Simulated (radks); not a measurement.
# Spin polarisation of the 3p shell in Ca³⁺

Aim: the energy gained and the exchange splitting as electrons of the 3p shell of Ca³⁺ are turned from spin down to spin up.

Program: radks (a radial shooting solver on a logarithmic mesh, Libxc functionals) version 1. Level of theory: non-relativistic Kohn-Sham, PBEsol, spin-polarised, spherical densities, point nucleus. These are calculated values, not measurements, unless marked.

## Step 1: What is computed

| Quantity | Value |
| --- | --- |
| element | calcium (Z = 20) |
| charge | +3 |
| electrons | 17 |
| configuration | [Ne] 3s2 3p(up 2.5, down 2.5) |

A shell typed twice in an input gives spin up, then spin down.

## Step 2: No moment

Settings of this run:

```text
Z 20
configuration [Ne] 3s2 3p2.5 3p2.5
relativity non-relativistic
functional pbe_sol,pbe_sol
spin polarised
nucleus point
```

## Step 3: moment 0.25 in 3p

Settings of this run:

```text
Z 20
configuration [Ne] 3s2 3p2.625 3p2.375
relativity non-relativistic
functional pbe_sol,pbe_sol
spin polarised
nucleus point
```

## Step 4: moment 0.5 in 3p

Settings of this run:

```text
Z 20
configuration [Ne] 3s2 3p2.75 3p2.25
relativity non-relativistic
functional pbe_sol,pbe_sol
spin polarised
nucleus point
```

## Step 5: moment 0.75 in 3p

Settings of this run:

```text
Z 20
configuration [Ne] 3s2 3p2.875 3p2.125
relativity non-relativistic
functional pbe_sol,pbe_sol
spin polarised
nucleus point
```

## Step 6: moment 1 in 3p

Settings of this run:

```text
Z 20
configuration [Ne] 3s2 3p3 3p2
relativity non-relativistic
functional pbe_sol,pbe_sol
spin polarised
nucleus point
```

Q: Predict the outcome of this session. Wanted: for each run, moment; E − E(0); ε(3p up); ε(3p down); splitting.

**Answer**, as computed:

```
moment (μB)  E − E(0) (eV)  ε(3p up) (eV)  ε(3p down) (eV)  splitting (eV)
          0          0.000        -59.564          -59.564           0.000
       0.25         -0.021        -59.729          -59.393           0.336
        0.5         -0.084        -59.890          -59.216           0.673
       0.75         -0.189        -60.045          -59.034           1.011
          1         -0.337        -60.196          -58.845           1.350
```

What this shows: At a moment of 1 μB the energy has fallen by 0.34 eV and the 3p levels split by 1.35 eV, 1.350 eV per μB. The Stoner form E = −I m²/4 would give I = 1.348 eV. The energy falls at every step.
